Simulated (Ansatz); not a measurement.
# TaF3: the cost of one run

Computed with Ansatz 0.2.0 (DFT LDA, scalar-relativistic, plane waves, PAW, unless a step's input says otherwise).

1 further run of the same task is left out (set aside as unsound or not needed).

## (1) The starting structure

It takes space group Pm-3m (No. 221, cubic). The conventional cell has a = 3.901 Å, b = 3.901 Å, c = 3.901 Å, α = 90.00°, β = 90.00°, γ = 90.00°. Ta (site symmetry m-3m) has 6 F at 1.95 Å as nearest neighbours. F (site symmetry 4/mmm) is surrounded by 2 Ta at 1.95 Å.

As a file:

```xyz
4
Lattice="3.9012 0.0000 0.0000 0.0000 3.9012 0.0000 0.0000 0.0000 3.9012" Properties=species:S:1:pos:R:3 pbc="T T T"
Ta    0.0000    0.0000    0.0000
F     1.9506    0.0000    0.0000
F     0.0000    1.9506    0.0000
F     0.0000    0.0000    1.9506
```

Source of the structure: the Crystallography Open Database.

## (2) Quick check of gap, pressure and forces

Contents of input.yaml:

```yaml
crystal:
  lattice:
    - [3.9012, 0.0, 0.0]
    - [0.0, 3.9012, 0.0]
    - [0.0, 0.0, 3.9012]
  atoms:
    - { symbol: Ta, position: [0.0, 0.0, 0.0] }
    - { symbol: F, position: [0.5, 0.0, 0.0] }
    - { symbol: F, position: [0.0, 0.5, 0.0] }
    - { symbol: F, position: [0.0, 0.0, 0.5] }
basis:
  ecutwfc: 420
kpoints:
  mp_grid: { grid: [6, 6, 6] }
hamiltonian:
  xc: lda
scf:
  occupations: { method: gaussian, width: 0.1 }
output:
  forces: true
  stress: true
  eigenvalues: true
```

**Question.** How long does this run take on 1 thread of an x86-64 CPU, shared host, and how much memory does it need?

About 2.1 s, with a peak of 0.44 GiB.
